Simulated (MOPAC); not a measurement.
## CdF2: one setting at a time in MOPAC

Simulated with MOPAC 23.2.5. This is a test of settings. The cell was built from a prototype and was relaxed with r2SCAN in plane waves (Ansatz 0.2.0). Not every such cell is a known phase. All runs are without spin polarisation.

Space group Fm-3m (No. 225), cubic; conventional cell a = 5.388 Å, 13.04 Å³ an atom. Cd is surrounded by 8 F at 2.33 Å; F is surrounded by 4 Cd at 2.33 Å.

The base run uses PM7 on a cluster of 96 atoms.

```
PM7 1SCF GRADIENTS AUX(PRECISION=6) THREADS=1
crystal as a cluster of 2x2x2 conventional cells

Cd 5.388355 1 0.000000 1 0.000000 1
F 6.735444 1 1.347089 1 1.347089 1
F 9.429622 1 4.041267 1 4.041267 1
Cd 8.082533 1 2.694178 1 0.000000 1
F 9.429622 1 4.041267 1 1.347089 1
F 1.347089 1 6.735444 1 4.041267 1
Cd 8.082533 1 0.000000 1 2.694178 1
F 9.429622 1 1.347089 1 4.041267 1
F 1.347089 1 4.041267 1 6.735444 1
Cd 0.000000 1 0.000000 1 0.000000 1
F 1.347089 1 1.347089 1 1.347089 1
F 4.041267 1 4.041267 1 4.041267 1
Cd 2.694178 1 2.694178 1 0.000000 1
F 4.041267 1 4.041267 1 1.347089 1
F 6.735444 1 6.735444 1 4.041267 1
Cd 5.388355 1 5.388355 1 0.000000 1
F 6.735444 1 6.735444 1 1.347089 1
F 9.429622 1 9.429622 1 4.041267 1
Cd 8.082533 1 8.082533 1 0.000000 1
F 9.429622 1 9.429622 1 1.347089 1
F 1.347089 1 1.347089 1 4.041267 1
Cd 2.694178 1 0.000000 1 2.694178 1
F 4.041267 1 1.347089 1 4.041267 1
[... 59 lines left out ...]
F 4.041267 1 9.429622 1 6.735444 1
F 6.735444 1 1.347089 1 9.429622 1
Cd 0.000000 1 2.694178 1 8.082533 1
F 1.347089 1 4.041267 1 9.429622 1
F 4.041267 1 6.735444 1 1.347089 1
Cd 2.694178 1 5.388355 1 8.082533 1
F 4.041267 1 6.735444 1 9.429622 1
F 6.735444 1 9.429622 1 1.347089 1
Cd 5.388355 1 8.082533 1 8.082533 1
F 6.735444 1 9.429622 1 9.429622 1
F 9.429622 1 1.347089 1 1.347089 1
Cd 0.000000 1 8.082533 1 8.082533 1
F 1.347089 1 9.429622 1 9.429622 1
F 4.041267 1 1.347089 1 1.347089 1
Tv 10.776711 1 0.000000 1 0.000000 1
Tv 0.000000 1 10.776711 1 0.000000 1
Tv 0.000000 1 0.000000 1 10.776711 1
```

Command: `mopac run.mop`. It took 2.7 s on 1 thread of AMD EPYC 9R45 96-Core Processor (Zen 5), on a shared host, peak memory 0.038 GiB.

It converged with a gap of 9.47 eV. MOPAC's gap is a Hartree-Fock orbital gap, usually far wider than a measured one, and its energy is the heat of formation.

Each further run moved one setting: method (Hamiltonian); CUTOFP (reach of the lattice sums in Å); ITRY (limit on SCF cycles); cluster (size of the cluster in conventional cells). Changes are from the base run, which isn't itself converged in every setting; energies of another Hamiltonian, functional, basis or charge aren't compared.

```csv
setting,how it ended,gap change (eV),energy change (meV/atom),time (s)
method = PM6-D3H4,converged,-6.44,–,32
method = AM1,refused,–,–,0.04
method = MNDO,refused,–,–,0.04
CUTOFP = 10,converged,-0.06,17.7,0.94
ITRY = 3 (poor on purpose),not converged,–,–,0.61
cluster = 1x1x1 (poor on purpose),refused,–,–,0.04
```

With method = AM1 nothing was computed: the Hamiltonian has no parameters for an element here. With method = MNDO nothing was computed: the Hamiltonian has no parameters for an element here. With ITRY = 3 the cycle ended unconverged. With cluster = 1x1x1 nothing was computed: the program refuses so small a cluster.

The end of the log, shortened, for method = AM1:

```
    NO.       ATOM           X           Y           Z
  F: (AM1): M.J.S. DEWAR AND E. G. ZOEBISCH, THEOCHEM, 180, 1 (1988).
 DATA ARE NOT AVAILABLE FOR ELEMENT NO. 48
          SOME ELEMENTS HAVE BEEN SPECIFIED FOR WHICH
          NO PARAMETERS ARE AVAILABLE.  CALCULATION STOPPED.
          Parameters for some elements are missing
           Empirical Formula: Cd32 F64  =    96 atoms
 *     Error and normal termination messages reported in this calculation     *
 * Parameters for some elements are missing                                   *
 * JOB ENDED NORMALLY                                                         *
 TOTAL JOB TIME:             0.00 SECONDS
 == MOPAC DONE ==
```

Spin-orbit coupling is left out.
